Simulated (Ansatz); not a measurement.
**CH9AlGeOSi: rotation by 120° about the O2–Si3 bond, part 1 of 2**

How high is the barrier for the rotation by 120° about the O2–Si3 bond? Relax the two ends, then run a nudged elastic band between them. SMILES of the start: CO[SiH]([AlH2])[GeH3].

Method: RKS B3LYP/def2-SVP, in Ansatz 0.2.0.

**1. The structure to begin with**

Bond lengths: C1–O2 1.354 Å, O2–Si3 1.707 Å, Si3–Al4 2.398 Å, Si3–Ge5 2.317 Å, C1–H6 1.162 Å, C1–H7 1.125 Å, C1–H8 1.117 Å, Si3–H9 1.534 Å, Al4–H10 1.522 Å, Al4–H11 1.658 Å, Ge5–H12 1.559 Å, Ge5–H13 1.602 Å, Ge5–H14 1.530 Å. Angles (14 of 22 angles, heavy atoms first): C1–O2–Si3 107.5°, O2–Si3–Al4 110.9°, O2–Si3–Ge5 111.4°, Al4–Si3–Ge5 107.7°, O2–C1–H6 113.5°, O2–C1–H7 109.5°, O2–C1–H8 116.2°, O2–Si3–H9 110.4°, Al4–Si3–H9 105.8°, Ge5–Si3–H9 110.4°, Si3–Al4–H10 122.8°, Si3–Al4–H11 115.5°, Si3–Ge5–H12 109.0°, Si3–Ge5–H13 108.4°.

As a file:

```xyz
14

C    -1.7215    0.8991    1.1636
O    -1.2836   -0.3224    0.7780
Si    0.3549   -0.1599    0.3264
Al    1.4842   -2.2735    0.4267
Ge    0.5592    0.6472   -1.8360
H    -1.7108    1.6867    0.3092
H    -2.8147    0.8410    1.4224
H    -1.2053    1.3518    2.0452
H     1.0936    0.7562    1.3110
H     2.9566   -2.4390    0.0785
H     0.5445   -3.5632    0.8772
H     2.0720    0.7573   -2.1967
H    -0.1410    2.0865   -1.9071
H    -0.2010   -0.2969   -2.7696
```

**2. End point A**

input.yaml

```yaml
crystal:
  periodic: [false, false, false]
  atoms:
    - { symbol: C, position_ang: [-1.7215, 0.8991, 1.1636] }
    - { symbol: O, position_ang: [-1.2836, -0.3224, 0.778] }
    - { symbol: Si, position_ang: [0.3549, -0.1599, 0.3264] }
    - { symbol: Al, position_ang: [1.4842, -2.2735, 0.4267] }
    - { symbol: Ge, position_ang: [0.5592, 0.6472, -1.836] }
    - { symbol: H, position_ang: [-1.7108, 1.6867, 0.3092] }
    - { symbol: H, position_ang: [-2.8147, 0.841, 1.4224] }
    - { symbol: H, position_ang: [-1.2053, 1.3518, 2.0452] }
    - { symbol: H, position_ang: [1.0936, 0.7562, 1.311] }
    - { symbol: H, position_ang: [2.9566, -2.439, 0.0785] }
    - { symbol: H, position_ang: [0.5445, -3.5632, 0.8772] }
    - { symbol: H, position_ang: [2.072, 0.7573, -2.1967] }
    - { symbol: H, position_ang: [-0.141, 2.0865, -1.9071] }
    - { symbol: H, position_ang: [-0.201, -0.2969, -2.7696] }
basis:
  gaussian: { orbitals: def2-SVP }
hamiltonian:
  xc: b3lyp
relax:
  f_tol: 0.015
  max_steps: 40
```

Started as:

```
ansatz run input.yaml --threads 2 --pin off --max-ram 3072MiB --backend cpu --events-out ev --progress --plain --runs-dir out
```

Output, shortened:

```text
Warning: RAYON_NUM_THREADS=2 ignored (pool sized by the plan → 2); use --threads N
[...]
Functional definition: B3LYP
[...]
1486 factors; integrals over basis functions are off by at most 4.9e-4 eV
[...]
mean field -74211.37796612 eV, -2727.2178379762 hartree, gradient 3.3e-5 eV, S^2 0.000000; 0 other end points of the search recorded, 0 dependent functions left out
[...]
reference -74211.37830097 eV, -2727.2178502819 hartree; 41, 41 occupied and 100, 100 virtual orbitals, 1486 factors
relax step   1: F+E_penalty+E_count = -74211.37796612 eV  Δ(F+E_penalty+E_count) = +0.000e0 eV  max|allowed force component| = 2.934e0 eV/Å  Δτ_max = 0.0000 Å  (25 SCF iters, accepted)
[...]
relax step   4: F+E_penalty+E_count = -74211.93652805 eV  Δ(F+E_penalty+E_count) = -2.369e-2 eV  max|allowed force component| = 4.466e-1 eV/Å  Δτ_max = 0.0629 Å  (25 SCF iters, accepted)
[...]
relax step   7: F+E_penalty+E_count = -74211.95959945 eV  Δ(F+E_penalty+E_count) = -1.695e-3 eV  max|allowed force component| = 1.453e-2 eV/Å  Δτ_max = 0.0519 Å  (24 SCF iters, accepted)
[...]
relax step  10: F+E_penalty+E_count = -74211.96106230 eV  Δ(F+E_penalty+E_count) = -2.402e-4 eV  max|allowed force component| = 8.941e-3 eV/Å  Δτ_max = 0.0193 Å  (25 SCF iters, accepted)
[...]
relax step  12: F+E_penalty+E_count = -74211.96113454 eV  Δ(F+E_penalty+E_count) = -2.242e-5 eV  max|allowed force component| = 2.445e-2 eV/Å  Δτ_max = 0.0150 Å  (23 SCF iters, accepted)
[...]
reference -74211.96152170 eV, -2727.2392832483 hartree; 41, 41 occupied and 100, 100 virtual orbitals, 1486 factors
Total energy: -74211.96152170 eV, -2727.2392832483 hartree
Atom 0 at    -1.863524     0.932350     1.195190 Å, force    -0.002789     0.010507     0.005005 eV/Å
Atom 1 at    -1.048494    -0.194146     0.969405 Å, force     0.002323    -0.007542    -0.000966 eV/Å
Atom 2 at     0.527832    -0.154268     0.376830 Å, force    -0.008321     0.007959     0.001239 eV/Å
Atom 3 at     1.407486    -2.448843     0.500032 Å, force     0.000227    -0.000770    -0.002768 eV/Å
Atom 4 at     0.603398     0.767565    -1.864715 Å, force     0.003511    -0.004452    -0.000826 eV/Å
Atom 5 at    -2.097959     1.472079     0.257492 Å, force     0.000489    -0.003137     0.002602 eV/Å
Atom 6 at    -2.813869     0.597384     1.641159 Å, force     0.003969     0.000631    -0.001744 eV/Å
Atom 7 at    -1.392588     1.652844     1.891838 Å, force    -0.001936    -0.004231    -0.004062 eV/Å
Atom 8 at     1.347031     0.808064     1.198868 Å, force     0.001207    -0.000283     0.000356 eV/Å
Atom 9 at     2.922115    -2.720140     0.099640 Å, force     0.000209     0.001247    -0.000103 eV/Å
Atom 10 at     0.486548    -3.665263     0.937542 Å, force    -0.000554     0.000256     0.000997 eV/Å
Atom 11 at     2.074745     0.908249    -2.322474 Å, force     0.000857     0.000638    -0.002092 eV/Å
Atom 12 at    -0.053307     2.164629    -1.966700 Å, force     0.000368    -0.000769     0.003052 eV/Å
Atom 13 at    -0.112315    -0.149606    -2.885308 Å, force     0.000440    -0.000056    -0.000690 eV/Å
Dipole moment:    -0.057109     0.118905     0.127376 e Å
```

Wall time 79 s (2 threads of Arm Neoverse V1, shared host); peak memory 0.39 GiB.

Step by step:

| step | energy from step 1 (eV) | largest force component (eV/Å) |
| --- | --- | --- |
| 1 | 0.0000 | 2.9340 |
| 2 | -0.4633 | 1.1351 |
| 3 | -0.5349 | 0.4578 |
| 4 | -0.5586 | 0.4466 |
| 5 | -0.5709 | 0.3323 |
| 6 | -0.5799 | 0.1024 |
| 7 | -0.5816 | 0.0145 |
| 8 | -0.5823 | 0.0952 |
| 9 | -0.5829 | 0.0569 |
| 10 | -0.5831 | 0.0089 |
| 11 | -0.5831 | 0.0343 |
| 12 | -0.5832 | 0.0245 |
| 13 | -0.5832 | 0.0105 |

Step 1 is the start.

After: Bond lengths: C1–O2 1.409 Å, O2–Si3 1.684 Å, Si3–Al4 2.460 Å, Si3–Ge5 2.425 Å, C1–H6 1.107 Å, C1–H7 1.102 Å, C1–H8 1.107 Å, Si3–H9 1.508 Å, Al4–H10 1.590 Å, Al4–H11 1.587 Å, Ge5–H12 1.547 Å, Ge5–H13 1.547 Å, Ge5–H14 1.548 Å. Angles (14 of 22 angles, heavy atoms first): C1–O2–Si3 125.4°, O2–Si3–Al4 107.1°, O2–Si3–Ge5 111.3°, Al4–Si3–Ge5 112.9°, O2–C1–H6 112.1°, O2–C1–H7 108.7°, O2–C1–H8 112.0°, O2–Si3–H9 109.4°, Al4–Si3–H9 111.9°, Ge5–Si3–H9 104.1°, Si3–Al4–H10 119.1°, Si3–Al4–H11 121.4°, Si3–Ge5–H12 109.7°, Si3–Ge5–H13 113.0°.

**3. Relaxing end B**

The second end starts from a geometry with the move made by hand.

input.yaml

```yaml
crystal:
  periodic: [false, false, false]
  atoms:
    - { symbol: C, position_ang: [-1.7215, 0.8991, 1.1636] }
    - { symbol: O, position_ang: [-1.2836, -0.3224, 0.778] }
    - { symbol: Si, position_ang: [0.3549, -0.1599, 0.3264] }
    - { symbol: Al, position_ang: [1.49846, 1.36116, 1.78631] }
    - { symbol: Ge, position_ang: [1.46227, -2.19322, 0.41846] }
    - { symbol: H, position_ang: [-1.7108, 1.6867, 0.3092] }
    - { symbol: H, position_ang: [-2.8147, 0.841, 1.4224] }
    - { symbol: H, position_ang: [-1.2053, 1.3518, 2.0452] }
    - { symbol: H, position_ang: [0.46566, 0.44604, -1.07892] }
    - { symbol: H, position_ang: [2.97285, 1.70443, 1.6284] }
    - { symbol: H, position_ang: [0.58021, 2.00189, 3.00925] }
    - { symbol: H, position_ang: [2.95269, -1.97913, 0.01398] }
    - { symbol: H, position_ang: [0.7455, -3.20604, -0.59512] }
    - { symbol: H, position_ang: [1.31152, -2.75295, 1.83437] }
basis:
  gaussian: { orbitals: def2-SVP }
hamiltonian:
  xc: b3lyp
relax:
  f_tol: 0.015
  max_steps: 40
output:
  orbitals: {}
```

Started as:

```
ansatz run input.yaml --threads 2 --pin off --max-ram 3072MiB --backend cpu --events-out ev --progress --plain --runs-dir out
```

Output, shortened:

```text
Warning: RAYON_NUM_THREADS=2 ignored (pool sized by the plan → 2); use --threads N
[...]
[... 1 set-up line as earlier in the session ...]
[...]
1483 factors; integrals over basis functions are off by at most 3.5e-4 eV
[...]
mean field -74211.28465640 eV, -2727.2144089071 hartree, gradient 5.4e-5 eV, S^2 0.000000; 0 other end points of the search recorded, 0 dependent functions left out
[...]
reference -74211.28498729 eV, -2727.2144210674 hartree; 41, 41 occupied and 100, 100 virtual orbitals, 1483 factors
relax step   1: F+E_penalty+E_count = -74211.28465640 eV  Δ(F+E_penalty+E_count) = +0.000e0 eV  max|allowed force component| = 2.856e0 eV/Å  Δτ_max = 0.0000 Å  (25 SCF iters, accepted)
[...]
relax step   4: F+E_penalty+E_count = -74211.89992787 eV  Δ(F+E_penalty+E_count) = -3.258e-2 eV  max|allowed force component| = 6.223e-1 eV/Å  Δτ_max = 0.1479 Å  (28 SCF iters, accepted)
[...]
Atom 4 at     1.395827    -2.213449     0.359558 Å, force     0.002859    -0.001754    -0.003722 eV/Å
Atom 5 at    -2.257120     1.261933     0.012476 Å, force     0.000609    -0.000038     0.000498 eV/Å
Atom 6 at    -2.970798     0.448617     1.434094 Å, force    -0.000375    -0.000122     0.000212 eV/Å
Atom 7 at    -1.714324     1.696287     1.663102 Å, force    -0.000704     0.000398     0.001459 eV/Å
Atom 8 at     0.574852     0.581547    -0.912698 Å, force     0.001321    -0.000458     0.000657 eV/Å
Atom 9 at     3.389773     1.652489     1.789109 Å, force    -0.000545    -0.000742     0.000677 eV/Å
Atom 10 at     1.140809     2.233434     3.236703 Å, force     0.000537    -0.001103    -0.000409 eV/Å
Atom 11 at     2.845025    -2.192465    -0.180420 Å, force    -0.001674    -0.002760     0.000808 eV/Å
Atom 12 at     0.540480    -3.094147    -0.577317 Å, force     0.001734     0.002906     0.001983 eV/Å
Atom 13 at     1.424935    -2.883933     1.752129 Å, force     0.000689     0.002940    -0.001091 eV/Å
Dipole moment:    -0.109926     0.269640    -0.006778 e Å
```

Wall time 89 s (2 threads of Arm Neoverse V1, shared host); peak memory 0.39 GiB.

The steps of the relaxation:

```csv
step,energy from step 1 (eV),largest force component (eV/Å)
1,0.0000,2.8563
2,-0.4689,1.0656
3,-0.5827,0.4475
4,-0.6153,0.6223
5,-0.6344,0.4318
6,-0.6456,0.1767
7,-0.6489,0.0776
8,-0.6503,0.0640
9,-0.6514,0.0175
10,-0.6519,0.0381
11,-0.6520,0.0319
12,-0.6522,0.0158
13,-0.6522,0.0080
14,-0.6523,0.0145
15,-0.6523,0.0075
```

Step 1 is the start.

After: Bond lengths: C1–O2 1.407 Å, O2–Si3 1.686 Å, Si3–Al4 2.474 Å, Si3–Ge5 2.405 Å, C1–H6 1.107 Å, C1–H7 1.102 Å, C1–H8 1.108 Å, Si3–H9 1.508 Å, Al4–H10 1.591 Å, Al4–H11 1.591 Å, Ge5–H12 1.547 Å, Ge5–H13 1.544 Å, Ge5–H14 1.546 Å. Angles (14 of 22 angles, heavy atoms first): C1–O2–Si3 124.7°, O2–Si3–Al4 113.2°, O2–Si3–Ge5 104.3°, Al4–Si3–Ge5 113.1°, O2–C1–H6 112.0°, O2–C1–H7 108.8°, O2–C1–H8 112.3°, O2–Si3–H9 109.8°, Al4–Si3–H9 109.7°, Ge5–Si3–H9 106.4°, Si3–Al4–H10 119.5°, Si3–Al4–H11 121.8°, Si3–Ge5–H12 110.2°, Si3–Ge5–H13 111.3°.

**4. The band**

crystal.atoms is end A as relaxed above, and neb.final_atoms is end B, turned to lie on A. With 5 inner images the band has 7 in all. The start path is listed, through a guess of the saddle.

input.yaml

```yaml
crystal:
  periodic: [false, false, false]
  atoms:
    - { symbol: C, position_ang: [-1.863524, 0.93235, 1.19519] }
    - { symbol: O, position_ang: [-1.048494, -0.194146, 0.969405] }
    - { symbol: Si, position_ang: [0.527832, -0.154268, 0.37683] }
    - { symbol: Al, position_ang: [1.407486, -2.448843, 0.500032] }
    - { symbol: Ge, position_ang: [0.603398, 0.767565, -1.864715] }
    - { symbol: H, position_ang: [-2.097959, 1.472079, 0.257492] }
    - { symbol: H, position_ang: [-2.813869, 0.597384, 1.641159] }
    - { symbol: H, position_ang: [-1.392588, 1.652844, 1.891838] }
    - { symbol: H, position_ang: [1.347031, 0.808064, 1.198868] }
    - { symbol: H, position_ang: [2.922115, -2.72014, 0.09964] }
    - { symbol: H, position_ang: [0.486548, -3.665263, 0.937542] }
    - { symbol: H, position_ang: [2.074745, 0.908249, -2.322474] }
    - { symbol: H, position_ang: [-0.053307, 2.164629, -1.9667] }
    - { symbol: H, position_ang: [-0.112315, -0.149606, -2.885308] }
basis:
  gaussian: { orbitals: def2-SVP }
hamiltonian:
  xc: b3lyp
neb:
  order_check: false
  images: 5
  f_tol: 0.05
  max_iterations: 48
  final_atoms:
    - { symbol: C, position_ang: [-1.84172443, 0.54389816, 1.53360856] }
    - { symbol: O, position_ang: [-1.19493926, 0.54651864, 0.28360053] }
    - { symbol: Si, position_ang: [0.45002654, 0.25615519, 0.05233578] }
    - { symbol: Al, position_ang: [1.12927877, -2.04239577, 0.66684215] }
    - { symbol: Ge, position_ang: [0.82295992, 0.76112713, -2.26973177] }
    - { symbol: H, position_ang: [-1.47904905, 1.35889035, 2.18966298] }
    - { symbol: H, position_ang: [-2.92193932, 0.69166017, 1.37437867] }
    - { symbol: H, position_ang: [-1.70738889, -0.41382756, 2.07481863] }
    - { symbol: H, position_ang: [1.26067836, 1.25446774, 0.8398752] }
    - { symbol: H, position_ang: [2.61326216, -2.52895133, 0.36372886] }
    - { symbol: H, position_ang: [0.10882486, -3.07030637, 1.32580634] }
    - { symbol: H, position_ang: [2.32807449, 0.64293054, -2.60566494] }
    - { symbol: H, position_ang: [0.35883747, 2.1932596, -2.61407052] }
    - { symbol: H, position_ang: [0.06019738, -0.22252849, -3.18639146] }
  initial_path:
    images:
      - { positions_ang: [[-1.863524, 0.93235, 1.19519], [-1.048494, -0.194146, 0.969405], [0.527832, -0.154268, 0.37683], [1.407486, -2.448843, 0.500032], [0.603398, 0.767565, -1.864715], [-2.097959, 1.472079, 0.257492], [-2.813869, 0.597384, 1.641159], [-1.392588, 1.652844, 1.891838], [1.347031, 0.808064, 1.198868], [2.922115, -2.72014, 0.09964], [0.486548, -3.665263, 0.937542], [2.074745, 0.908249, -2.322474], [-0.053307, 2.164629, -1.9667], [-0.112315, -0.149606, -2.885308]] }
      - { positions_ang: [[-1.81043435, 0.82919516, 1.28470668], [-1.18227102, -0.10333007, 0.72987323], [0.43195949, -0.06116537, 0.25551161], [1.35082735, -2.29660832, 0.51265145], [0.65900508, 0.7212627, -1.97177601], [-1.86870731, 1.56291666, 0.68482032], [-2.81445416, 0.61636191, 1.63908588], [-1.34756625, 1.1344554, 2.04224576], [1.19379105, 0.91863349, 1.12080631], [2.85900133, -2.56375826, 0.20660553], [0.38507851, -3.50299417, 0.9635432], [2.15686935, 0.81875607, -2.33005499], [0.01765741, 2.13233774, -2.15668293], [-0.04365746, -0.23516493, -2.95253702]] }
      - { positions_ang: [[-1.75734471, 0.72604031, 1.37422335], [-1.31604805, -0.01251413, 0.49034146], [0.33608697, 0.03193727, 0.13419322], [1.2941687, -2.14437365, 0.5252709], [0.71461216, 0.6749604, -2.07883703], [-1.63945563, 1.65375431, 1.11214864], [-2.81503933, 0.63533982, 1.63701276], [-1.30254451, 0.6160668, 2.19265352], [1.0405511, 1.02920298, 1.04274462], [2.79588766, -2.40737652, 0.31357106], [0.28360902, -3.34072535, 0.98954439], [2.23899369, 0.72926313, -2.33763598], [0.08862182, 2.10004648, -2.34666586], [0.02500009, -0.32072386, -3.01976605]] }
      - { positions_ang: [[-1.70425506, 0.62288547, 1.46374003], [-1.44982507, 0.0783018, 0.25080969], [0.24021446, 0.1250399, 0.01287483], [1.23751005, -1.99213897, 0.53789034], [0.77021924, 0.6286581, -2.18589804], [-1.41020394, 1.74459197, 1.53947696], [-2.81562449, 0.65431773, 1.63493963], [-1.25752276, 0.0976782, 2.34306128], [0.88731115, 1.13977248, 0.96468294], [2.732774, -2.25099478, 0.42053659], [0.18213952, -3.17845652, 1.01554559], [2.32111804, 0.6397702, -2.34521697], [0.15958623, 2.06775522, -2.5366488], [0.09365763, -0.40628279, -3.08699507]] }
      - { positions_ang: [[-1.75007819, 0.59655637, 1.48702954], [-1.36486313, 0.23437408, 0.26173997], [0.31015182, 0.168745, 0.02602848], [1.20143296, -2.00889124, 0.58087428], [0.78779947, 0.67281444, -2.21384262], [-1.43315231, 1.61602476, 1.75620563], [-2.85106277, 0.66676521, 1.54808598], [-1.40747814, -0.07282372, 2.25364706], [1.01176689, 1.17800423, 0.92308036], [2.69293672, -2.34364696, 0.40160068], [0.1577013, -3.14240647, 1.11896584], [2.32343686, 0.64082364, -2.43203296], [0.22600331, 2.10959002, -2.56245604], [0.08250421, -0.34503136, -3.1201272]] }
      - { positions_ang: [[-1.79590131, 0.57022726, 1.51031905], [-1.27990119, 0.39044636, 0.27267025], [0.38008918, 0.21245009, 0.03918213], [1.16535586, -2.0256435, 0.62385821], [0.80537969, 0.71697079, -2.2417872], [-1.45610068, 1.48745755, 1.97293431], [-2.88650104, 0.67921269, 1.46123232], [-1.55743351, -0.24332564, 2.16423284], [1.13622263, 1.21623598, 0.88147778], [2.65309944, -2.43629914, 0.38266477], [0.13326308, -3.10635642, 1.22238609], [2.32575567, 0.64187709, -2.51884895], [0.29242039, 2.15142481, -2.58826328], [0.07135079, -0.28377992, -3.15325933]] }
      - { positions_ang: [[-1.84172443, 0.54389816, 1.53360856], [-1.19493926, 0.54651864, 0.28360053], [0.45002654, 0.25615519, 0.05233578], [1.12927877, -2.04239577, 0.66684215], [0.82295992, 0.76112713, -2.26973177], [-1.47904905, 1.35889035, 2.18966298], [-2.92193932, 0.69166017, 1.37437867], [-1.70738889, -0.41382756, 2.07481863], [1.26067836, 1.25446774, 0.8398752], [2.61326216, -2.52895133, 0.36372886], [0.10882486, -3.07030637, 1.32580634], [2.32807449, 0.64293054, -2.60566494], [0.35883747, 2.1932596, -2.61407052], [0.06019738, -0.22252849, -3.18639146]] }
```

Started as:

```
ansatz run input.yaml --threads 2 --pin off --max-ram 3072MiB --backend cpu --events-out ev --progress --plain --runs-dir out
```

Output, shortened:

```text
Warning: RAYON_NUM_THREADS=2 ignored (pool sized by the plan → 2); use --threads N
[...]
[... 1 set-up line as earlier in the session ...]
[...]
1487 factors; integrals over basis functions are off by at most 3.9e-4 eV
[...]
mean field -74211.96116478 eV, -2727.2392701316 hartree, gradient 5.0e-5 eV, S^2 0.000000; 0 other end points of the search recorded, 0 dependent functions left out
[...]
reference -74211.96151052 eV, -2727.2392828373 hartree; 41, 41 occupied and 100, 100 virtual orbitals, 1487 factors
1487 factors; integrals over basis functions are off by at most 8.1e-4 eV
[...]
mean field -74211.93695070 eV, -2727.2383802806 hartree, gradient 1.5e-5 eV, S^2 0.000000; 0 other end points of the search recorded, 0 dependent functions left out
[...]
reference -74211.93729675 eV, -2727.2383929976 hartree; 41, 41 occupied and 100, 100 virtual orbitals, 1487 factors
[...]
Atom 4 at     0.714413     0.699177    -2.152430 Å, force    -0.001840     0.000386     0.000539 eV/Å
Atom 5 at    -1.587288     1.879586     1.408524 Å, force    -0.001277     0.005764     0.003229 eV/Å
Atom 6 at    -2.954939     0.732003     1.338121 Å, force    -0.002833     0.002772     0.001132 eV/Å
Atom 7 at    -1.616095     0.450342     2.484522 Å, force    -0.002513     0.001591     0.002342 eV/Å
Atom 8 at     1.116387     1.031965     0.975206 Å, force     0.000468    -0.001414     0.002334 eV/Å
Atom 9 at     2.867099    -2.549028     0.239527 Å, force    -0.002840    -0.001978    -0.006337 eV/Å
Atom 10 at     0.434680    -3.429024     1.145191 Å, force    -0.004189     0.005036    -0.002461 eV/Å
Atom 11 at     2.217824     0.789910    -2.508398 Å, force    -0.002063     0.001016     0.000263 eV/Å
Atom 12 at     0.074148     2.083040    -2.407461 Å, force    -0.000591    -0.001510     0.002243 eV/Å
Atom 13 at     0.065979    -0.304382    -3.134576 Å, force    -0.001081     0.003081    -0.001356 eV/Å
Dipole moment:    -0.029016     0.094747     0.270043 e Å
this run last wrote the band of iteration 14 to <dir>
```

Wall time 6.4 min (2 threads of Arm Neoverse V1, shared host); peak memory 0.39 GiB.

(Continued in part 2 of 2.)
